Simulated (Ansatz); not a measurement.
**SiGeO (triplet): from Hartree-Fock to the top rungs at a displaced geometry (v2), cc-pVDZ**

The task here is to estimate one member of a computed series from the others.

Program: Ansatz 0.2.0, Gaussian basis. Level of theory: cc-pVDZ, core rule «outside noble gas», up to 20 orbitals frozen. These are calculated values, not measurements.

Plan: UHF; CCSD(T) on ROHF; CCSD(T) on UHF; BCCD(T) on ROHF; CISD as a restricted active space (open shells left free, so some higher excitations enter); CCSDT(Q) on ROHF; CCSDT(Q) on UHF.

31 further runs of the same task are left out: 11 that didn't finish, 20 set aside as unsound or not needed. Runs told in other sessions of the task aren't counted.

## The geometry

The geometry is a PBE0/def2-TZVP stationary point (not a proven minimum) with its atoms shifted at random (size 0.100 Å). No spin-orbit coupling is included. The filled d shell of Ge may be among the frozen orbitals whatever the setting's name suggests.

3 atoms, charge 0, spin multiplicity 3.

Atoms are counted from 1 here; the program's logs count them from 0.

Bond lengths: O1–Ge2 2.016 Å, O1–Si3 1.583 Å, Ge2–Si3 2.449 Å. Angles: Ge2–O1–Si3 84.9°, O1–Ge2–Si3 40.1°, O1–Si3–Ge2 55.1°.

The first run:

Contents of in.yaml:

```yaml
crystal:
  periodic: [false, false, false]
  atoms:
    - {symbol: O, position_ang: [0.123839, -1.020453, -0.864778]}
    - {symbol: Ge, position_ang: [-0.041035, 0.081815, 0.815251]}
    - {symbol: Si, position_ang: [0.035585, 0.369713, -1.615920]}
basis:
  gaussian: {orbitals: cc-pVDZ}
magnetization: {spin_polarized: true, initial_magnetization: 2}
hamiltonian: {xc: hf}
output: {orbitals: {seedname: orbitals}}
```

Command:

```sh
$ ansatz run in.yaml --threads 1 --pin off --events-out ev --progress --plain --max-ram 2393MiB
```

Steps of the session up to this table: UHF; CCSD(T) on ROHF; CCSD(T) on UHF; BCCD(T) on ROHF; CISD as a restricted active space (open shells left free, so some higher excitations enter); CCSDT(Q) on ROHF; CCSDT(Q) on UHF.

One of the session's tables, all rows but one given; the rest of the session is left out.

```
   method  from UCCSDT(Q) (meV)
     ROHF                     ?
      UHF               +9697.7
     RMP2               +1005.7
     UMP2               +1078.5
    RCCSD                +472.1
    UCCSD                +462.6
 RCCSD(T)                 +84.8
 UCCSD(T)                 +83.4
  BCCD(T)                 +77.4
   RCCSDT                 +51.4
   UCCSDT                 +46.1
RCCSDT(Q)                 +14.3
UCCSDT(Q)                     0
```

Q: Estimate the row for ROHF from the others.

The run gave: from UCCSDT(Q) (meV): +9909.5. In the column «from UCCSDT(Q) (meV)» it is the highest.

Not comparable, so not listed: CISD as a restricted active space (open shells left free, so some higher excitations enter) (they don't share determinant, frozen orbitals or solution with the rows shown, or repeat one).

Limits of these values: Restricted and unrestricted rows rest on different reference determinants; a gap between their highest levels can come from leftover correlation error, from unlike frozen cores or from another state.
